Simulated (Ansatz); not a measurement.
The system is BiPt3.

```
Bi Pt
1.0
     4.18649    0.00000    0.00000
     0.00000    4.18649    0.00000
     0.00000    0.00000    4.18649
Bi Pt
1 3
Direct
  0.00000 0.00000 0.00000
  0.50000 0.50000 0.00000
  0.50000 0.00000 0.50000
  0.00000 0.50000 0.50000
```

The cell comes from a database or a generator and needn't be the stable form of this composition.

* Program: Ansatz 0.2.0
* Task: single point
* Functional: PBE
* Potentials or basis: Ansatz PAW
* Cutoff: 420 eV (not typed: the program's choice for these potentials)
* k mesh: 7 × 7 × 7
* Occupations: fermi-dirac, width 0.05 eV
* Spin: no spin polarisation

On this cell: pressure -1.2 GPa; largest force zero by symmetry; band gap on the k mesh none (metal or under the smearing width).

The same run follows on a disturbed copy (atoms moved at random, drawn with an rms of 0.05 Å):

```
Bi Pt
1.0
     4.18649    0.00000    0.00000
     0.00000    4.18649    0.00000
     0.00000    0.00000    4.18649
Bi Pt
1 3
Direct
  0.00567 0.00524 0.99366
  0.49924 0.50735 0.00795
  0.49133 0.00512 0.49863
  0.99581 0.49785 0.50593
```

Problem. What changes?

Solution. The energy (extrapolated to zero smearing) moves by +2.2 meV/atom; pressure -1.0 GPa; largest force 0.194 eV/Å; band gap on the k mesh none (metal or under the smearing width).

Forces on the atoms (eV/Å):
```
Bi  -0.161 -0.060  0.091
Pt   0.064 -0.014 -0.016
Pt   0.182 -0.055  0.015
Pt  -0.085  0.128 -0.090
```

Stress tensor (GPa, compression positive):
```
-1.08 -0.07 -0.06
-0.07 -1.02 -0.04
-0.06 -0.04 -0.98
```

Caveats: spin-orbit coupling is left out, which moves the levels of the heavy elements.
